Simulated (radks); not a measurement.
**Ga³⁺ in [Ne] 3s2 3p5.75 3d10 4f0.25: an all-electron calculation**

The task here is to estimate one member of a computed series from the others.

Method: Dirac Kohn-Sham, PBE, spin-unpolarised, spherical densities, finite nucleus; open shells are shared between the two j in proportion to 2j + 1. Code: radks (a radial shooting solver on a logarithmic mesh, Libxc functionals) version 1.

## The atom as given

- element: gallium (Z = 31)
- charge: +3
- electrons: 28
- configuration: [Ne] 3s2 3p5.75 3d10 4f0.25
- nuclear rms radius: 3.9973 fm

Set-up of the first run:

Input:

```text
Z 31
configuration [Ne] 3s2 3p5.75 3d10 4f0.25
relativity Dirac
functional pbe,pbe
spin unpolarised
j_filling average
nucleus finite rms 3.9973 fm
c 137.035999084
```

Started as:

```console
$ python run_ks.py task.json out
```

This one command runs every case of the session in turn.

One of the session's tables, all rows but one given; the rest of the session is left out.

It belongs to the step «Shells». Sizes of the orbitals, from the radial functions (bohr):

```
level      <r>  outermost maximum (interpolated)  90 % within  nodes
1s1/2  0.04860                            0.0318       0.0868      0
2s1/2        ?                                 ?            ?      ?
2p1/2   0.1883                             0.144        0.308      0
2p3/2   0.1918                             0.147        0.313      0
3s1/2   0.6505                             0.564        0.974      2
3p1/2   0.6694                             0.561         1.03      1
3p3/2   0.6799                             0.569         1.05      1
3d3/2   0.7720                             0.530         1.31      0
3d5/2   0.7769                             0.533         1.32      0
4f5/2    4.982                              4.51         7.22      0
4f7/2    4.983                              4.51         7.22      0
```

Estimate the missing values for 2s1/2.

The run gave: <r>: 0.2176; outermost maximum (interpolated): 0.182; 90 % within: 0.337; nodes: 1. In the column «<r>» it lies between 2p3/2 (0.1918) and 3s1/2 (0.6505).
